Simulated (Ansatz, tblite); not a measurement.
# In(NH2)3 (InN₃H₆): a ladder of methods and basis sets

An exercise on one series of results from a longer session: the logs are not shown, and one member is left open.

Program: Ansatz 0.2.0, Gaussian basis. Level of theory: as each input shows. These are calculated values, not measurements.

Levels to be run: GFN1-xTB, GFN2-xTB, PBE-D4/def2-TZVP, r2SCAN-D4/def2-TZVP, HF/def2-TZVP, B3LYP-D4/def2-TZVP, ωB97M-V/def2-TZVP, LDA/def2-TZVP, LC-ωPBE/def2-TZVP, ωB97X-V/def2-TZVP, HSE06-D4/def2-TZVP, PBE-D4/def2-SVP, PBE0-D4/def2-SVP, PBE0-D4/def2-TZVPD, PBE-D4/def2-TZVPD, r2SCAN-D4/def2-TZVPD, CCSD(T)/def2-TZVPP, MP2/def2-TZVP, RPA/def2-TZVP.

1 further run of the same task is left out (set aside as unsound or not needed).

**The geometry**

The singlet was relaxed beforehand with PBE-D4/def2-SVP.

10 atoms, charge 0, spin multiplicity 1.

Bond lengths: In1–N2 2.072 Å, In1–N5 2.072 Å, In1–N8 2.072 Å, N2–H3 1.029 Å, N2–H4 1.029 Å, N5–H6 1.029 Å, N5–H7 1.029 Å, N8–H9 1.029 Å, N8–H10 1.029 Å. Angles: N2–In1–N5 118.5°, N2–In1–N8 118.5°, N5–In1–N8 118.6°, In1–N2–H3 112.9°, In1–N2–H4 112.9°, H3–N2–H4 106.2°, In1–N5–H6 112.9°, In1–N5–H7 112.9°, H6–N5–H7 106.2°, In1–N8–H9 112.9°, In1–N8–H10 112.9°, H9–N8–H10 106.2°.

In takes a core potential in the def2 sets. No spin-orbit coupling is included.

PBE0-D4/def2-TZVP was run before; its log isn't repeated, and its numbers join the tables.

Set-up of the first run:

Tight binding, by tblite at 300 K electronic temperature and without a spin-polarisation term:

```python
tblite.interface.Calculator('GFN1-xTB', numbers, positions, charge=0, uhf=0).singlepoint()
```

Tight binding, by tblite at 300 K electronic temperature and without a spin-polarisation term:

```python
tblite.interface.Calculator('GFN2-xTB', numbers, positions, charge=0, uhf=0).singlepoint()
```

start.molden holds the orbitals of an earlier run on this state, given as this run's starting guess.

Input file in.yaml:

```yaml
crystal:
  periodic: [false, false, false]
  atoms:
    - {symbol: In, position_ang: [-0.000592, -0.000011, -0.024859]}
    - {symbol: N, position_ang: [2.053779, -0.005038, -0.298167]}
    - {symbol: H, position_ang: [2.506806, -0.844052, 0.087542]}
    - {symbol: H, position_ang: [2.518118, 0.799824, 0.142891]}
    - {symbol: N, position_ang: [-1.025670, 1.786258, -0.256561]}
    - {symbol: H, position_ang: [-1.949298, 1.779402, 0.196010]}
    - {symbol: H, position_ang: [-0.520133, 2.591436, 0.136003]}
    - {symbol: N, position_ang: [-1.037204, -1.777296, -0.273579]}
    - {symbol: H, position_ang: [-0.563431, -2.580983, 0.159530]}
    - {symbol: H, position_ang: [-1.982376, -1.749531, 0.131172]}
basis:
  gaussian: {orbitals: def2-TZVP, initial_orbitals: start.molden}
hamiltonian: {xc: pbe, dispersion: d4}
scf: {omitted_lower_state_checks: [starts]}
output: {orbitals: {seedname: orbitals}}
```

Started as:

```bash
> ansatz run in.yaml --threads 4 --pin off --events-out ev --progress --plain --max-ram 3916MiB
```

Steps of the session up to this table: PBE-D4/def2-TZVP; r2SCAN-D4/def2-TZVP; HF/def2-TZVP; B3LYP-D4/def2-TZVP; ωB97M-V/def2-TZVP; LDA/def2-TZVP; LC-ωPBE/def2-TZVP; ωB97X-V/def2-TZVP; HSE06-D4/def2-TZVP; PBE-D4/def2-SVP; PBE0-D4/def2-SVP; PBE0-D4/def2-TZVPD; PBE-D4/def2-TZVPD; r2SCAN-D4/def2-TZVPD; CCSD(T)/def2-TZVPP; MP2/def2-TZVP; RPA/def2-TZVP.

One of the session's tables, all rows but one given; the rest of the session is left out.

```
               level  HOMO (eV)  gap (eV)
        HF/def2-TZVP     -10.20     11.61
       LDA/def2-TZVP      -5.71      3.52
     PBE-D4/def2-SVP      -5.13      3.47
    PBE-D4/def2-TZVP      -5.52      3.57
   PBE-D4/def2-TZVPD      -5.66      3.49
 r2SCAN-D4/def2-TZVP      -5.80      4.06
r2SCAN-D4/def2-TZVPD      -5.90      4.00
  B3LYP-D4/def2-TZVP      -6.64      5.15
    PBE0-D4/def2-SVP      -6.56      5.64
   PBE0-D4/def2-TZVP      -6.88      5.70
  PBE0-D4/def2-TZVPD          ?         ?
  HSE06-D4/def2-TZVP      -6.47      4.93
   LC-ωPBE/def2-TZVP      -9.70     10.53
   ωB97X-V/def2-TZVP      -9.30      9.99
   ωB97M-V/def2-TZVP      -9.22      9.69
```

Q: Estimate the row for PBE0-D4/def2-TZVPD from the others.

**Answer.** HOMO (eV): -6.98; gap (eV): 5.54. In the column «HOMO (eV)» it lies between ωB97M-V/def2-TZVP (-9.22) and PBE0-D4/def2-TZVP (-6.88).
